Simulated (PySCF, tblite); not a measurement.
# C₅H₄F₃NS: dynamics, then NMR shifts on frames

Aim: move C₅H₄F₃NS (`Cc1cc(C(F)(F)F)ns1`) away from its starting geometry and see how NMR shifts follow the geometry.

Computed with tblite 0.8.0 and PySCF 2.14.0, with density-fitted response routines of our own, on a single molecule in the gas phase. Atoms count from 0, in the outputs and in this text.

**1. Starting geometry**

14 atoms, charge 0, multiplicity 1; geometry from: GFN2-xTB.

Bonds of the start (Å): C0–C1 1.48, C1–C2 1.37, C2–C3 1.41, C3–C4 1.50, C4–F5 1.34, C4–F6 1.34, C4–F7 1.34, C3–N8 1.31, N8–S9 1.62, S9–C1 1.73, C0–H10 1.09, C0–H11 1.09, C0–H12 1.09, C2–H13 1.07.

**2. A short Langevin run with GFN2-xTB**

Job settings and geometry (Å):

```
{"job": {"kind": "md", "xc": "GFN2-xTB", "basis": "xTB", "temperature": 300, "steps": 2000, "every": 50, "frames": 5}, "charge": 0, "multiplicity": 1}
C     -2.569419     0.083258     0.264143
C     -1.161148    -0.305266     0.015156
C     -0.053783     0.492200    -0.101001
C      1.087256    -0.299508    -0.337278
C      2.477299     0.228808    -0.516508
F      2.998468    -0.084535    -1.711375
F      2.512783     1.568770    -0.426047
F      3.328763    -0.236272     0.408860
N      0.891082    -1.594763    -0.400358
S     -0.672154    -1.951763    -0.180792
H     -2.936716    -0.379186     1.179205
H     -3.206628    -0.248088    -0.554542
H     -2.650571     1.163008     0.358072
H     -0.045909     1.562864    -0.024677
```

Method: GFN2-xTB Langevin dynamics, gas phase.

The run is started by

```
$ OMP_NUM_THREADS=1 python probes_run.py task.json out
```

This one command runs all jobs of the session in turn.

What it wrote:

```text
t/fs     T/K      E/eV
    0.0   232.4   -901.06085
   25.0   164.4   -900.81346
   50.0   170.1   -900.79211
   75.0   199.5   -900.74249
  100.0   317.2   -900.77746
  125.0   245.4   -900.62616
  150.0   306.2   -900.73656
  175.0   241.3   -900.64519
  200.0   280.8   -900.71601
  225.0   246.8   -900.70091
  250.0   259.2   -900.79301
  275.0   250.2   -900.72671
  300.0   151.6   -900.53369
  325.0   279.8   -900.69029
  350.0   424.2   -900.70417
  375.0   341.9   -900.48885
  400.0   314.9   -900.44093
  425.0   354.2   -900.59805
  450.0   310.5   -900.58075
  475.0   399.7   -900.65876
  500.0   326.1   -900.58228
  525.0   345.6   -900.63178
  550.0   247.3   -900.57329
  575.0   386.5   -900.77865
  600.0   424.1   -900.58208
  625.0   318.8   -900.55297
  650.0   255.7   -900.36934
  675.0   380.1   -900.71820
  700.0   257.7   -900.58614
  725.0   264.4   -900.61203
  750.0   212.3   -900.57308
  775.0   306.7   -900.82794
  800.0   250.9   -900.49692
  825.0   345.1   -900.56904
  850.0   291.7   -900.55651
  875.0   373.8   -900.60333
  900.0   223.4   -900.38928
  925.0   378.1   -900.77355
  950.0   264.6   -900.49567
  975.0   284.3   -900.72712
 1000.0   239.5   -900.62367
```

Run time: 14 s. Hardware: 1 thread of Intel Xeon Platinum 8488C, shared host; peak memory 0.18 GiB.

Distance from the start (root mean square after alignment): 0 fs 0.00 Å, 200 fs 0.81 Å, 400 fs 0.51 Å, 600 fs 0.64 Å, 800 fs 1.14 Å, 1000 fs 1.08 Å.

Positions (Å) and forces (eV/Å) at 1000 fs:

```xyz
14

C    -2.417    0.251   -0.064    1.449    0.854   -0.928
C    -1.044   -0.336    0.312   -3.164    0.415   -0.569
C     0.126    0.011   -0.224    1.801    1.356   -1.692
C     1.227   -0.511    0.469   -1.094   -0.494    0.618
C     2.635   -0.231    0.166    0.978   -0.045    0.072
F     2.893   -0.365   -1.143    0.033    0.033   -0.199
F     2.980    1.037    0.482   -0.086   -0.005   -0.037
F     3.519   -1.017    0.805   -0.320    0.111   -0.094
N     0.862   -1.253    1.498    0.716   -0.123    0.089
S    -0.730   -1.317    1.624   -0.447   -1.196    1.601
H    -2.857   -0.020   -1.062    1.091    0.191    0.675
H    -2.156    1.350   -0.038   -0.855   -0.926   -0.285
H    -3.224    0.055    0.599   -0.130   -0.269    0.977
H     0.236    0.666   -1.065    0.027    0.098   -0.227
```

**3. NMR shieldings: 250 fs, PBE0/pcSseg-1**

Job settings and geometry (Å):

```
{"job": {"kind": "nmr", "xc": "PBE0", "basis": "pcSseg-1", "pop": false}, "charge": 0, "multiplicity": 1}
C     -2.656700     0.162400     0.290000
C     -1.263300    -0.306500     0.137000
C     -0.094200     0.338300    -0.152100
C      1.011300    -0.628700    -0.133100
C      2.447700    -0.218100    -0.418300
F      2.965200    -0.940800    -1.378000
F      2.481200     1.064000    -0.843500
F      3.142300    -0.360300     0.740800
N      0.681000    -1.834800     0.142300
S     -0.912900    -1.997400     0.453800
H     -3.378200    -0.483200    -0.220100
H     -2.787400     1.199400     0.016000
H     -2.931500     0.041500     1.341300
H     -0.092100     1.382100    -0.318900
```

With the program's defaults for keys left out, this is: GIAO PBE0/pcSseg-1 NMR shielding, non-relativistic, gas phase.

What it wrote:

```text
coarse grid: 13856 points
cycle   1  E = -944.3994065691  dE =  1.905e+00  |g| = 9.113e-01  |ddm| = 3.901e+00
cycle   2  E = -944.2514607580  dE =  1.479e-01  |g| = 1.363e+00  |ddm| = 1.267e+00
cycle   3  E = -944.5444119647  dE = -2.930e-01  |g| = 1.030e-01  |ddm| = 7.522e-01
cycle   4  E = -944.5452220102  dE = -8.100e-04  |g| = 8.017e-02  |ddm| = 1.500e-01
cycle   5  E = -944.5467037204  dE = -1.482e-03  |g| = 1.889e-02  |ddm| = 1.046e-01
cycle   6  E = -944.5467773731  dE = -7.365e-05  |g| = 5.470e-03  |ddm| = 2.180e-02
cycle   7  E = -944.5467830431  dE = -5.670e-06  |g| = 2.112e-03  |ddm| = 6.469e-03
final grid: 135080 points
cycle   8  E = -944.6260534276  dE = -3.795e-05  |g| = 1.097e-02  |ddm| = 3.246e-02
cycle   9  E = -944.6260083061  dE =  4.512e-05  |g| = 1.752e-02  |ddm| = 2.795e-02
cycle  10  E = -944.6260809362  dE = -7.263e-05  |g| = 1.794e-03  |ddm| = 1.877e-02
cycle  11  E = -944.6260817327  dE = -7.965e-07  |g| = 4.456e-04  |ddm| = 1.957e-03
cycle  12  E = -944.6260817760  dE = -4.336e-08  |g| = 1.812e-04  |ddm| = 5.904e-04
cycle  13  E = -944.6260817829  dE = -6.835e-09  |g| = 7.333e-05  |ddm| = 2.193e-04
cycle  14  E = -944.6260817839  dE = -1.034e-09  |g| = 2.200e-05  |ddm| = 7.977e-05
cycle  15  E = -944.6260817840  dE = -1.132e-10  |g| = 4.019e-06  |ddm| = 2.721e-05
converged SCF energy = -944.6260817840

GIAO shielding tensors (ppm)
atom      isotropic    diamagn.    paramagn.     s11        s22        s33       span
  0 C      172.042     243.568     -71.526    153.725    170.215    192.187     38.461
  1 C        4.737     267.102    -262.364    -89.108    -22.856    126.175    215.283
  2 C       57.179     253.009    -195.830    -24.882     58.757    137.662    162.544
  3 C       23.329     260.941    -237.612    -44.272     26.321     87.939    132.211
  4 C       58.088     242.335    -184.248     45.112     56.495     72.657     27.545
  5 F      260.952     466.642    -205.690    196.829    267.379    318.649    121.820
  6 F      255.619     475.388    -219.769    178.727    226.864    361.266    182.540
  7 F      238.959     470.016    -231.057    155.531    229.196    332.149    176.619
  8 N      -73.907     329.460    -403.367   -349.451    -99.183    226.913    576.364
  9 S       85.358    1058.226    -972.868    -96.750    127.013    225.812    322.561
 10 H       28.675      27.133       1.542     23.549     27.723     34.753     11.204
 11 H       29.110      28.783       0.327     23.767     27.925     35.636     11.869
 12 H       28.783      27.615       1.168     23.901     27.305     35.141     11.239
 13 H       24.476      34.920     -10.444     21.417     23.204     28.806      7.389
```

Run time: 37 s. Hardware: 1 thread of Intel Xeon Platinum 8488C, shared host; peak memory 0.85 GiB.

The references, computed at this level on geometries of the same kind, shield at (ppm): ¹H TMS 31.72, ¹³C TMS 186.9, ¹⁹F CFCl3 170.9, ¹⁵N NH3 267.7, ³³S CS2 504. Their shielding less the atom's gives the shift. The references are single molecules in the gas phase, so shifts against H2O, NH3, PH3, H3PO4 or CFCl3 are not on the usual liquid scales and can be off by tens of ppm. Each atom is listed at this fixed geometry, with no averaging over motion; a spectrum would average atoms that exchange fast.

```csv
atoms,environment,σ (ppm),δ (ppm)
C1,substituted aromatic carbon next to the ring sulfur,4.7,182.2
C3,substituted aromatic carbon next to a ring nitrogen,23.3,163.6
C2,aromatic CH,57.2,129.7
C4,CF3 carbon,58.1,128.8
C0,methyl carbon on an aromatic ring,172.0,14.9
H13,hydrogen on an aromatic CH,24.48,7.24
H10,hydrogen on a methyl carbon on an aromatic ring,28.67,3.04
H12,hydrogen on a methyl carbon on an aromatic ring,28.78,2.93
H11,hydrogen on a methyl carbon on an aromatic ring,29.11,2.61
F7,fluorine of a CF3 group,239.0,-68.0
F6,fluorine of a CF3 group,255.6,-84.7
F5,fluorine of a CF3 group,261.0,-90.0
N8,pyridine-type nitrogen of an azole,-73.9,341.6
S9,aromatic ring sulfur,85,418
```

Ring of atoms C1, C2, C3, N8, S9: NICS(0) -11.7, NICS(1) -10.9, NICS(1)zz -24.7 ppm (means of both faces).

The fields below are evaluated on a grid from the run's orbitals.

Frontier orbitals at PBE0/pcSseg-1, with the share of their density that lies nearest to each atom:

```csv
orbital,energy (eV),lies on
HOMO,-7.95,S9 54 %; C3 22 %; C2 12 %
LUMO,-1.32,N8 24 %; C1 22 %; S9 19 %
```

ELF in a plane through or near 10 of the atoms.

Ten even steps from '0' (0.00) to '9' (1.00):
```
0000000000000000000000000000
0000000000000000100000000000
0000000000100015653000000000
0000000004651048986200000000
0000000037885256897200000000
0000000038997625276100000000
0000000004733835252000000000
0000000001687546861012100000
0000011225436116764355310000
0000013249465545928457410000
0000003228669338578334200000
0000002663036226435787200000
0000026776106996106999600000
0000158658308999106999810000
0000035776207999101999300000
0000001221002895000120000000
0000000000000000000000000000
0000000000000000000000000000
0000000000000000000000000000
0000000000000000000000000000
```
The map spans 11.7 Å across and 9.0 Å up, centred on the molecule. Atoms in the plane (x, y in Å): C0 (2.6, -0.2), C1 (1.2, 0.2), C2 (0.0, -0.5), C3 (-1.1, 0.4), C4 (-2.6, -0.1), F6 (-2.6, -1.5), N8 (-0.9, 1.6), S9 (0.7, 1.9), H11 (2.8, -1.2), H13 (0.1, -1.6).

log10 of the density (e/Å³) in the same plane.

Values, 10 rows by 14 columns:
```
-4.0 -4.0 -4.0 -4.0 -4.0 -4.0 -3.8 -3.2 -3.0 -3.5 -4.0 -4.0 -4.0 -4.0
-4.0 -4.0 -4.0 -4.0 -3.2 -2.2 -2.0 -1.6 -1.3 -1.9 -3.0 -4.0 -4.0 -4.0
-4.0 -4.0 -4.0 -3.7 -1.9 -0.8 -0.6 -0.3  0.0 -1.0 -2.4 -3.6 -4.0 -4.0
-4.0 -4.0 -2.4 -1.8 -1.4  0.1  1.4  0.1  0.6 -0.8 -1.8 -2.2 -3.1 -4.0
-4.0 -3.1 -1.3 -0.6 -0.4  0.1  0.2 -0.4  0.2 -0.3 -0.4 -1.0 -2.4 -3.8
-4.0 -3.1 -1.4 -0.2  1.3 -0.1  0.2  0.7  0.2  0.2  1.0 -0.8 -2.3 -3.7
-4.0 -3.8 -1.9 -0.1  0.7 -0.8 -0.3  0.2 -0.9 -0.6  0.3 -1.1 -2.6 -4.0
-4.0 -4.0 -2.2 -0.6 -0.1 -1.2 -1.3 -0.8 -1.8 -1.8 -1.4 -2.1 -3.4 -4.0
-4.0 -4.0 -3.9 -2.4 -2.1 -2.8 -2.7 -2.5 -3.0 -3.3 -3.2 -3.6 -4.0 -4.0
-4.0 -4.0 -4.0 -4.0 -4.0 -4.0 -4.0 -4.0 -4.0 -4.0 -4.0 -4.0 -4.0 -4.0
```
The map spans 11.7 Å across and 9.0 Å up, centred on the molecule. Atoms in the plane (x, y in Å): C0 (2.6, -0.2), C1 (1.2, 0.2), C2 (0.0, -0.5), C3 (-1.1, 0.4), C4 (-2.6, -0.1), F6 (-2.6, -1.5), N8 (-0.9, 1.6), S9 (0.7, 1.9), H11 (2.8, -1.2), H13 (0.1, -1.6).

On the surface of density 0.002 e/bohr³ the electrostatic potential runs, from the 1st to the 99th percentile, from -1.35 V near N8 to 1.37 V near H10.

**4. NMR shieldings: 425 fs, PBE0/pcSseg-1**

Job settings and geometry (Å):

```
{"job": {"kind": "nmr", "xc": "PBE0", "basis": "pcSseg-1", "pop": false}, "charge": 0, "multiplicity": 1}
C     -2.645500    -0.118600    -0.447400
C     -1.261300    -0.462600    -0.085400
C     -0.143400     0.376300    -0.343900
C      1.011900    -0.390700    -0.086100
C      2.512900    -0.214400    -0.108400
F      3.055500    -0.850400    -1.119800
F      2.918800     1.072200    -0.244700
F      3.093200    -0.754500     1.003200
N      0.810900    -1.608900     0.444300
S     -0.727300    -1.995700     0.552000
H     -3.398500    -0.700600     0.069800
H     -2.823100    -0.328400    -1.517300
H     -2.863100     0.976800    -0.344700
H     -0.123600     1.351400    -0.790100
```

With the program's defaults for keys left out, this is: GIAO PBE0/pcSseg-1 NMR shielding, non-relativistic, gas phase.

What it wrote:

```text
coarse grid: 13856 points
cycle   1  E = -944.3825604551  dE =  1.868e+00  |g| = 9.230e-01  |ddm| = 3.897e+00
cycle   2  E = -944.2223284463  dE =  1.602e-01  |g| = 1.398e+00  |ddm| = 1.418e+00
cycle   3  E = -944.5307944366  dE = -3.085e-01  |g| = 1.168e-01  |ddm| = 8.641e-01
cycle   4  E = -944.5317806425  dE = -9.862e-04  |g| = 9.284e-02  |ddm| = 1.770e-01
cycle   5  E = -944.5337663369  dE = -1.986e-03  |g| = 2.239e-02  |ddm| = 1.245e-01
cycle   6  E = -944.5338712098  dE = -1.049e-04  |g| = 6.673e-03  |ddm| = 2.515e-02
cycle   7  E = -944.5338804320  dE = -9.222e-06  |g| = 2.351e-03  |ddm| = 8.354e-03
final grid: 135080 points
cycle   8  E = -944.6126788472  dE = -3.068e-05  |g| = 1.162e-02  |ddm| = 3.330e-02
cycle   9  E = -944.6126172391  dE =  6.161e-05  |g| = 1.956e-02  |ddm| = 3.145e-02
cycle  10  E = -944.6127106178  dE = -9.338e-05  |g| = 1.687e-03  |ddm| = 2.137e-02
cycle  11  E = -944.6127113100  dE = -6.923e-07  |g| = 4.153e-04  |ddm| = 1.758e-03
cycle  12  E = -944.6127113462  dE = -3.615e-08  |g| = 1.873e-04  |ddm| = 5.641e-04
cycle  13  E = -944.6127113534  dE = -7.261e-09  |g| = 8.233e-05  |ddm| = 2.438e-04
cycle  14  E = -944.6127113548  dE = -1.362e-09  |g| = 2.267e-05  |ddm| = 9.150e-05
cycle  15  E = -944.6127113549  dE = -1.201e-10  |g| = 4.528e-06  |ddm| = 2.759e-05
converged SCF energy = -944.6127113549

GIAO shielding tensors (ppm)
atom      isotropic    diamagn.    paramagn.     s11        s22        s33       span
  0 C      168.057     242.425     -74.368    149.677    166.011    188.484     38.807
  1 C       -5.718     265.246    -270.965    -90.378    -33.482    106.705    197.083
  2 C       58.601     252.029    -193.428    -22.822     49.682    148.944    171.766
  3 C       16.521     258.441    -241.920    -64.730     14.447     99.847    164.577
  4 C       55.658     237.934    -182.277     43.500     54.331     69.143     25.643
  5 F      238.071     468.729    -230.658    164.139    242.018    308.055    143.915
  6 F      260.546     473.086    -212.540    177.085    240.556    363.998    186.913
  7 F      215.002     470.057    -255.055    135.254    178.783    330.969    195.715
  8 N      -90.121     330.066    -420.187   -366.122   -123.824    219.583    585.705
  9 S      111.734    1058.002    -946.268   -108.574    159.338    284.438    393.012
 10 H       28.976      27.097       1.879     23.934     28.209     34.785     10.851
 11 H       28.596      26.758       1.838     24.526     25.978     35.284     10.758
 12 H       27.844      27.164       0.680     22.604     26.801     34.126     11.522
 13 H       23.862      33.367      -9.506     21.148     23.073     27.363      6.214
```

It took 29 s on 1 thread of Intel Xeon Platinum 8488C, shared host; peak memory 0.95 GiB.

This run: δ C1 192.6, C3 170.4, C4 131.3, C2 128.3, H13 7.86, H12 3.87 ppm.

[end of part 1 of 2]
